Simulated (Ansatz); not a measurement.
I need a relaxation of cell and ions of RbPdO3, space group Pm-3m. Use Ansatz 0.2.0, Python API. Settings: r2SCAN, PAW, cutoff 380 eV, 3×3×3 k-points, Fermi-Dirac smearing of 0.1 eV.

Contents of `rbpdo3.xyz`:
```text
5
Lattice="4.128309 0.0 0.0 0.0 4.128309 0.0 0.0 0.0 4.128309" Properties=species:S:1:pos:R:3 pbc="T T T"
Rb    2.06415450    2.06415450    2.06415450
Pd    0.00000000    0.00000000    0.00000000
O     0.00000000    0.00000000    2.06415450
O     0.00000000    2.06415450    0.00000000
O     2.06415450    0.00000000    0.00000000
```

The script, `vcrelax_rbpdo3.py`:
```python
"""Cell relaxation of RbPdO3."""

import json
import warnings

import ansatz as az
from ase import Atoms
from ase.data import atomic_numbers
from ase.io import write
from ase.neighborlist import neighbor_list
import numpy as np
import spglib

XC = "r2SCAN"
CUTOFF = 380
SIGMA = 0.1
FMAX = 0.001

def edges_and_angles(cell):
    cell = np.asarray(cell)
    a, b, c = np.linalg.norm(cell, axis=1)
    cosines = cell[1] @ cell[2] / (b * c), cell[0] @ cell[2] / (a * c), cell[0] @ cell[1] / (a * b)
    return (a, b, c, *np.degrees(np.arccos(cosines)))

warnings.simplefilter("ignore", az.DeckWarning)

xtal = az.Crystal.from_extxyz("rbpdo3.xyz")

# a pressure is positive in compression
setup = xtal.calculation()
setup = setup.functional(XC)
setup = setup.basis(CUTOFF, density_ratio=8)
setup = setup.kpoints(3, center="gamma")
setup = setup.occupations(az.OccupationsMethod.FERMI_DIRAC, width=SIGMA)
setup = setup.relax(force_tolerance=FMAX, pressure=1)
out = setup.run(threads=1, backend="cpu", events_out="rbpdo3.ndjson")
with open("rbpdo3.ndjson") as stream:
    events = [json.loads(line) for line in stream]
steps = [e["data"] for e in events if e["event"] == "relax_step"]
summary = out.report
print("step   energy (eV)     max force (eV/A)   P (GPa)  SCF")
for s in steps:
    print(f"{s['step']:4d} {s['lagrangian_ev']:15.5f} {s['allowed_force_max_ev_ang']:12.4f} {s['pressure_gpa']:10.3f} {s['n_scf']:5d}")

first, last = steps[0], steps[-1]
symbols = [site.symbol for site in out.lattice.sites]
print(f"energy gained {first['lagrangian_ev'] - last['lagrangian_ev']:.4f} eV in {len(steps) - 1} steps")
for label, vectors in (("before", first["cell_ang"]), ("after", out.lattice.cell_ang)):
    print(label, "a b c (A) {:.4f} {:.4f} {:.4f}  angles {:.2f} {:.2f} {:.2f}".format(*edges_and_angles(vectors)), f" V = {abs(np.linalg.det(vectors)):.3f} A^3")
print("final stress xx yy zz (GPa, compression positive):", np.round(np.diag(summary["stress_gpa"]), 3) + 0.0)

change = np.array(last["positions_ang"]) @ np.linalg.inv(last["cell_ang"]) - np.array(first["positions_ang"]) @ np.linalg.inv(first["cell_ang"])
moved = np.linalg.norm(change @ np.array(last["cell_ang"]), axis=1)
print("displacement within the cell, strain taken out (A):", " ".join(f"{s}:{d:.3f}" for s, d in zip(symbols, moved)))

final = Atoms(symbols, positions=last["positions_ang"], cell=out.lattice.cell_ang, pbc=True)
i, j, d = neighbor_list("ijd", final, 4.5)
print("neighbours within 1.2 times the shortest distance of each atom (A)")
for atom in range(len(final)):
    near = [m for m in np.argsort(d) if i[m] == atom]
    shell = [m for m in near if d[m] < 1.2 * d[near[0]]]
    print(f"{symbols[atom]}{atom} ({len(shell)}):", ", ".join(f"{symbols[j[m]]} {d[m]:.3f}" for m in shell))

fractions = [site.position_frac for site in out.lattice.sites]
numbers = [atomic_numbers[s] for s in symbols]
for tolerance in (1e-3, 1e-2, 1e-1):
    print(f"space group at {tolerance} A:", spglib.get_spacegroup((out.lattice.cell_ang, fractions, numbers), symprec=tolerance))

relaxed = Atoms(symbols, positions=[site.position_ang for site in out.lattice.sites], cell=out.lattice.cell_ang, pbc=True)
write("relaxed.vasp", relaxed, format="vasp")

n_atoms = len(summary["lattice"]["sites"])
print("F =", round(summary["free_energy_ev"], 4), "eV for", n_atoms, "atoms")
print("E(sigma -> 0) =", round(summary["energy_sigma0_ev"], 4), "eV, TS =", round(summary["entropy_ts_ev"], 5), "eV")
print("closed by", summary["closed_by"], "after", summary["n_iterations"], "iterations")
```

```console
$ python vcrelax_rbpdo3.py
step   energy (eV)     max force (eV/A)   P (GPa)  SCF
   1    -11963.49979       0.0000     -6.269     8
   2    -11963.63409       0.0000     -0.072     7
   3    -11963.64029       0.0000      1.090     6
   4    -11963.63999       0.0000      1.000     5
   5    -11963.59400       0.0000      0.108     9
   6    -11963.59887       0.0000      1.023     6
   7    -11963.59066       0.0000      0.938     7
   8    -11963.59092       0.0000      0.998     5
   9    -11963.59092       0.0000      0.995     5
energy gained 0.0911 eV in 8 steps
before a b c (A) 4.1283 4.1283 4.1283  angles 90.00 90.00 90.00  V = 70.359 A^3
after a b c (A) 4.0228 4.0228 4.0228  angles 90.00 90.00 90.00  V = 65.102 A^3
final stress xx yy zz (GPa, compression positive): [0.995 0.995 0.995]
displacement within the cell, strain taken out (A): Rb:0.000 Pd:0.000 O:0.000 O:0.000 O:0.000
neighbours within 1.2 times the shortest distance of each atom (A)
Rb0 (12): O 2.845, O 2.845, O 2.845, O 2.845, O 2.845, O 2.845, O 2.845, O 2.845, O 2.845, O 2.845, O 2.845, O 2.845
Pd1 (6): O 2.011, O 2.011, O 2.011, O 2.011, O 2.011, O 2.011
O2 (2): Pd 2.011, Pd 2.011
O3 (2): Pd 2.011, Pd 2.011
O4 (2): Pd 2.011, Pd 2.011
space group at 0.001 A: Pm-3m (221)
space group at 0.01 A: Pm-3m (221)
space group at 0.1 A: Pm-3m (221)
F = -11963.5909 eV for 5 atoms
E(sigma -> 0) = -11963.4242 eV, TS = 0.3334 eV
closed by deck_thresholds after 5 iterations
```

`relaxed.vasp`, as written:
```text
Rb Pd O
 1.0000000000000000
     4.0228182221060074   -0.0000000000000000   -0.0000000000000000
    -0.0000000000000000    4.0228182221060074    0.0000000000000000
    -0.0000000000000000    0.0000000000000000    4.0228182221060074
 Rb  Pd  O
   1   1   3
Cartesian
  2.0114091110530037  2.0114091110530037  2.0114091110530037
  0.0000000000000000 -0.0000000000000000 -0.0000000000000000
  0.0000000000000000 -0.0000000000000000  2.0114091110530037
  0.0000000000000000  2.0114091110530037 -0.0000000000000000
  2.0114091110530037  0.0000000000000000 -0.0000000000000000
```

Reading the output:
- The settings weren't tested for convergence.
- The cutoff lies under the one recommended for these potentials.
- The cell holds an odd number of electrons and is run without spin, so a magnetic state may lie lower.
- Forces vanish by symmetry, so the ions can't move, and the end may be a saddle.
- Under the recommended cutoff a pressure can be off by several GPa, even in sign.
- Part of the cell is held or a pressure is applied, so the end point needn't be the zero-pressure lattice.
- At a fixed pressure a relaxation lowers the enthalpy F + PV, while F alone can rise.
- For a metal this mesh is far too coarse, so the numbers only illustrate the procedure.
- Energies along a relaxation are free energies. Rows at an unchanged volume are solved on a plane-wave basis chosen afresh for that cell, so the energy jumps there and such rows are no steps of the walk.
- Symmetry holds the cell in this phase, whether or not it is the stable one at this pressure.
- The structure comes from a database of computed cells and needn't be a stable or known phase.
- The script silences the warnings on its input, which a real study should read.
- Hardware and time: 22 s on 1 thread of Intel(R) Xeon(R) Platinum 8488C (Sapphire Rapids), on a shared host, peak memory 0.75 GiB.

(A comment or docstring line of the script was reworded after the run, the code is as it ran; lines on the test bed's own set-up are left out of the output.)
